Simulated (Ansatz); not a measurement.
# One shape, several levels: CH6AlGe (SMILES [CH3][Al][GeH3])

Aim: a comparison of 6 runs (UHF/STO-3G, UHF/3-21G, UHF/def2-SVP, UB3LYP/6-31G*, UPBE/6-31G**, UCCSD/def2-SVP) of CH6AlGe. 

The calculation is run with Ansatz 0.2.0.

## (1) The structure to begin with

CH6AlGe has 9 atoms, charge 0, and is taken as a doublet. SMILES: `[CH3][Al][GeH3]`. The shape is that of a PBE0-D4/def2-TZVP optimisation.

Bond lengths: C1–Al2 1.967 Å, Al2–Ge3 2.511 Å, C1–H4 1.096 Å, C1–H5 1.091 Å, C1–H6 1.096 Å, Ge3–H7 1.541 Å, Ge3–H8 1.547 Å, Ge3–H9 1.547 Å. Some angles: C1–Al2–Ge3 116.9°, Al2–C1–H4 109.5°, Al2–C1–H5 114.0°, Al2–C1–H6 109.5°, Al2–Ge3–H7 113.6°, Al2–Ge3–H8 111.7°, Al2–Ge3–H9 111.6°, H4–C1–H5 108.3°, H4–C1–H6 107.0°, H5–C1–H6 108.3°.

## (2) Energy and forces at UHF/STO-3G (run 1)

Contents of job.yaml:

```yaml
crystal:
  periodic: [false, false, false]
  atoms:
    - {symbol: C, position_ang: [-0.875600, 1.332100, -1.110000]}
    - {symbol: Al, position_ang: [0.881900, 0.543800, -0.713300]}
    - {symbol: Ge, position_ang: [0.948800, -1.269200, 1.023400]}
    - {symbol: H, position_ang: [-1.565200, 0.544800, -1.436000]}
    - {symbol: H, position_ang: [-0.851700, 2.107200, -1.878000]}
    - {symbol: H, position_ang: [-1.295700, 1.766800, -0.195400]}
    - {symbol: H, position_ang: [2.360300, -1.837600, 1.267600]}
    - {symbol: H, position_ang: [0.052500, -2.467400, 0.632600]}
    - {symbol: H, position_ang: [0.433100, -0.767000, 2.392200]}
basis:
  gaussian:
    orbitals: STO-3G
magnetization:
  spin_polarized: true
  initial_magnetization: 1
hamiltonian:
  xc: hf
accuracy: high
output: {forces: true, orbitals: {seedname: orbitals}}
```

Started as:

```console
$ ansatz run job.yaml --threads 1 --pin off --max-ram 2610MiB --events-out events.jsonl --progress --plain --runs-dir runs
```

What it wrote:

```text
Warning: RAYON_NUM_THREADS=1 ignored (pool sized by the plan → 1); use --threads N
Functional definition: HF
  name "HF"
  exchange = exact_x
  correlation = 0
638 factors; integrals over basis functions are off by at most 4.3e-9 eV
mean field evaluation 1: about -63445.8974 eV, gradient 9.4e0 eV
mean field evaluation 2: about -63445.9524 eV, gradient 9.3e0 eV
mean field evaluation 4: about -63447.1992 eV, gradient 1.4e0 eV
mean field evaluation 8: about -63447.2484 eV, gradient 1.6e-2 eV
mean field -63447.24840001 eV, -2331.6433726107 hartree, gradient 2.6e-8 eV, S^2 0.754312; 0 other end points of the search recorded, 0 dependent functions left out
the calculation of the forces begins
reference -63447.24840001 eV, -2331.6433726107 hartree; 29, 28 occupied and 9, 10 virtual orbitals, 638 factors
Total energy: -63447.24840001 eV, -2331.6433726107 hartree
Atom 0 at    -0.875600     1.332100    -1.110000 Å, force     0.444405    -0.666898     0.566799 eV/Å
Atom 1 at     0.881900     0.543800    -0.713300 Å, force    -0.395262    -0.449052     0.513090 eV/Å
Atom 2 at     0.948800    -1.269200     1.023400 Å, force    -0.368407    -0.518287     0.580395 eV/Å
Atom 3 at    -1.565200     0.544800    -1.436000 Å, force     0.203153     0.530002     0.075775 eV/Å
Atom 4 at    -0.851700     2.107200    -1.878000 Å, force    -0.064115    -0.296221     0.302542 eV/Å
Atom 5 at    -1.295700     1.766800    -0.195400 Å, force     0.066390    -0.101071    -0.562219 eV/Å
Atom 6 at     2.360300    -1.837600     1.267600 Å, force    -2.005836     0.746510    -0.288202 eV/Å
Atom 7 at     0.052500    -2.467400     0.632600 Å, force     1.337319     1.616337     0.688294 eV/Å
Atom 8 at     0.433100    -0.767000     2.392200 Å, force     0.782352    -0.861319    -1.876475 eV/Å
Dipole moment:     0.314494     0.326636    -0.380531 e Å
```

Run time: 2.3 s. Hardware: 1 thread of Intel Xeon Platinum 8488C (Sapphire Rapids), shared host; peak memory 0.12 GiB.

## (3) Energy and forces at UHF/3-21G (run 2)

Contents of molecule.yaml:

```yaml
crystal:
  periodic: [false, false, false]
  atoms:
    - symbol: C
      position_ang: [-0.875600, 1.332100, -1.110000]
    - symbol: Al
      position_ang: [0.881900, 0.543800, -0.713300]
    - symbol: Ge
      position_ang: [0.948800, -1.269200, 1.023400]
    - symbol: H
      position_ang: [-1.565200, 0.544800, -1.436000]
    - symbol: H
      position_ang: [-0.851700, 2.107200, -1.878000]
    - symbol: H
      position_ang: [-1.295700, 1.766800, -0.195400]
    - symbol: H
      position_ang: [2.360300, -1.837600, 1.267600]
    - symbol: H
      position_ang: [0.052500, -2.467400, 0.632600]
    - symbol: H
      position_ang: [0.433100, -0.767000, 2.392200]
basis:
  gaussian:
    orbitals: 3-21G-spherical.json
magnetization:
  spin_polarized: true
  initial_magnetization: 1
hamiltonian:
  xc: hf
accuracy: high
output:
  forces: true
  orbitals: {seedname: orbitals}
```

The basis set 3-21G is read from a file made from the Basis Set Exchange's data (not shown).

Started as:

```console
$ ansatz run molecule.yaml --threads 1 --pin off --max-ram 2610MiB --events-out events.jsonl --progress --plain --runs-dir runs
```

What it wrote, cut to the lines that bear on the results:

```text
Warning: RAYON_NUM_THREADS=1 ignored (pool sized by the plan → 1); use --threads N
Functional definition: HF
  name "HF"
[...]
1134 factors; integrals over basis functions are off by at most 1.1e-8 eV
[...]
mean field -63865.76832848 eV, -2347.0236962989 hartree, gradient 8.2e-8 eV, S^2 0.752847; 0 other end points of the search recorded, 0 dependent functions left out
[...]
reference -63865.76832848 eV, -2347.0236962989 hartree; 29, 28 occupied and 27, 28 virtual orbitals, 1134 factors
Total energy: -63865.76832848 eV, -2347.0236962989 hartree
Atom 0 at    -0.875600     1.332100    -1.110000 Å, force    -0.620119     0.258599    -0.118827 eV/Å
Atom 1 at     0.881900     0.543800    -0.713300 Å, force     0.531808    -0.086689    -0.027894 eV/Å
Atom 2 at     0.948800    -1.269200     1.023400 Å, force     0.016720    -0.267761     0.255676 eV/Å
Atom 3 at    -1.565200     0.544800    -1.436000 Å, force     0.069275     0.210899     0.040753 eV/Å
Atom 4 at    -0.851700     2.107200    -1.878000 Å, force    -0.025525    -0.167954     0.170548 eV/Å
Atom 5 at    -1.295700     1.766800    -0.195400 Å, force     0.012339    -0.047297    -0.220022 eV/Å
Atom 6 at     2.360300    -1.837600     1.267600 Å, force     0.052383     0.032676    -0.043034 eV/Å
Atom 7 at     0.052500    -2.467400     0.632600 Å, force    -0.025835     0.000107    -0.063222 eV/Å
Atom 8 at     0.433100    -0.767000     2.392200 Å, force    -0.011046     0.067419     0.006020 eV/Å
Dipole moment:    -0.036335     0.246425    -0.230365 e Å
```

It took 3.9 s on 1 thread of Intel Xeon Platinum 8488C (Sapphire Rapids), shared host; peak memory 0.18 GiB.

Runs 3 to 5 aren't shown in full; the table further down has their settings and results.

## (4) Energy and gradient at UCCSD/def2-SVP (run 6)

Edit job.yaml of step 2 so:

```diff
@@ -13,10 +13,7 @@
 basis:
-  gaussian:
-    orbitals: STO-3G
-magnetization:
-  spin_polarized: true
-  initial_magnetization: 1
-hamiltonian:
-  xc: hf
+  gaussian: {orbitals: def2-SVP}
+magnetization: {spin_polarized: true, initial_magnetization: 1}
+correlation: {method: ccsd, frozen_orbitals: {Al: 5, C: 1, Ge: 9, H: 0}}
 accuracy: high
+scf: {omitted_lower_state_checks: [cluster_reference, increment]}
 output: {forces: true, orbitals: {seedname: orbitals}}
```

Started as:

```console
$ ansatz run job.yaml --threads 1 --pin off --max-ram 2610MiB --events-out events.jsonl --progress --plain --runs-dir runs
```

What it wrote:

```text
Warning: RAYON_NUM_THREADS=1 ignored (pool sized by the plan → 1); use --threads N
[... 12 lines left out ...]
15 core orbitals not correlated: weight in the atoms' cores, before any rotation towards them, 1.000 or more for the frozen orbitals, at most 0.000 for the correlated occupied ones
[... 29 lines left out ...]
Total energy: -64183.82310514 eV, -2358.7119937560 hartree
[... 9 lines left out ...]
Dipole moment:    -0.066570     0.197700    -0.177223 e Å
Checks for a lower state left out: cluster_reference, increment
```

It took 3.7 min on 1 thread of Intel Xeon Platinum 8488C (Sapphire Rapids), shared host; peak memory 1.5 GiB.

## (5) Overview of the runs

```
run                                level  frozen core orbitals   energy (Eh)  dipole moment (D)  HOMO energy (eV)  LUMO energy (eV)  wall time
  1                           UHF/STO-3G                     –  -2331.643373               2.84             -4.33              6.76      2.3 s
  2                            UHF/3-21G                     –  -2347.023696               1.63             -7.41              0.66      3.9 s
  3                         UHF/def2-SVP                     –  -2358.244334               1.44             -7.58              0.72        9 s
  4  UB3LYP/6-31G* (spherical functions)                     –  -2360.872453               1.42             -4.89             -2.44       22 s
  5   UPBE/6-31G** (spherical functions)                     –  -2360.289166               1.40             -4.20             -2.85       21 s
  6                       UCCSD/def2-SVP                    15  -2358.711994               1.31             -7.58              0.72    3.7 min
```

## (6) Outcome

| quantity | value |
| --- | --- |
| run 6: total energy | -2358.71199 Eh |
| run 6: dipole moment (correlated density) | 1.31 D |
| run 6: HOMO energy (Hartree–Fock orbitals) (highest over α and β) | -7.58 eV |
| run 6: LUMO energy (Hartree–Fock orbitals) (lowest over α and β) | 0.72 eV |
| run 6: correlation energy (15 core orbitals frozen) | -467.7 mEh |
| run 6: ⟨S²⟩ of the reference determinant | 0.755 |
| run 6: T1 diagnostic | 0.012 |
| run 6: largest force on an atom | 0.336 eV/Å |

In words: The dipole moment (its size) runs from 1.31 D (UCCSD/def2-SVP) to 2.84 D (UHF/STO-3G). The two ends differ in method and basis. Totals of different functionals can't be ranked against each other. In run 1 the basis is minimal, so the values are rough. All runs together took 4.6 min, the longest 3.7 min.
